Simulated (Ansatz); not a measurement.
# Hg: substituted relatives

The task here is to estimate one member of a computed series from the others.

Method: DFT PBEsol, scalar-relativistic, plane waves, PAW, in Ansatz 0.2.0.

## The system as given

Symmetry: I4_1/amd, No. 141, tetragonal system. The conventional cell has a = 5.738 Å, b = 5.738 Å, c = 3.025 Å, α = 90.00°, β = 90.00°, γ = 90.00°. Around Hg (site symmetry -4m2) lie 6 Hg at 2.97 to 3.02 Å.

Coordinates:

```
Hg
1.0
    -2.86877    2.86877    1.51236
     2.86877   -2.86877    1.51236
     2.86877    2.86877   -1.51236
Hg
2
Direct
  0.75000 0.25000 0.50000
  0.00000 0.00000 0.00000
```

It goes back to an entry of the Materials Project, which need not be the stable form.

This cell was relaxed beforehand with the same method: volume 24.89 Å³/atom, gap on the mesh none (metal).

The first run:

Input file input.yaml:

```yaml
crystal:
  lattice:
    - [-2.9270896287, 2.9270896287, 1.543105598]
    - [2.9270896287, -2.9270896287, 1.543105598]
    - [2.9270896287, 2.9270896287, -1.543105598]
  atoms:
    - { symbol: Au, position: [0.75, 0.25, 0.5] }
    - { symbol: Au, position: [0.0, 0.0, 0.0] }
basis:
  ecutwfc: 420
kpoints:
  mp_grid: { grid: [6, 6, 6] }
hamiltonian:
  xc: pbesol
scf:
  occupations: { method: gaussian, width: 0.1 }
output:
  forces: true
  stress: true
  eigenvalues: true
```

Launch:

```bash
ansatz run input.yaml --threads 1 --pin off --max-ram 1331MiB --backend cpu --events-out ev --progress --plain --runs-dir out
```

Steps of the session up to this table: Quick check of gap, pressure and forces (Au); Rough relaxation on the coarse mesh (Au); The relaxation (Au); Probe: one point at the start (Cd); Full relaxation (Cd); Second relaxation, mesh chosen anew (Cd); Quick check of gap, pressure and forces (Tl); Relaxing cell and atoms (Tl).

One of the session's tables, all rows but one given; the rest of the session is left out.

Lengths are those of the vectors of the cell that was run:

| swap | volume (Å³/atom) | a (Å) | b (Å) | c (Å) |
| --- | --- | --- | --- | --- |
| none | 24.89 | 4.330 | 4.330 | 4.330 |
| Hg → Zn | 16.08 | 3.804 | 3.804 | 3.804 |
| Hg → Au | 18.61 | 3.948 | 3.948 | 3.948 |
| Hg → Cd | ? | ? | ? | ? |
| Hg → Tl | 30.13 | 4.614 | 4.614 | 4.614 |

Q: Estimate the row for Hg → Cd from the others.

As computed: volume (Å³/atom): 23.58; a (Å): 4.292; b (Å): 4.292; c (Å): 4.292. In the column «volume (Å³/atom)» it lies between Hg → Au (18.61) and none (24.89).

Lengths are those of the computed cell. Rows of earlier swaps come from the sessions before.
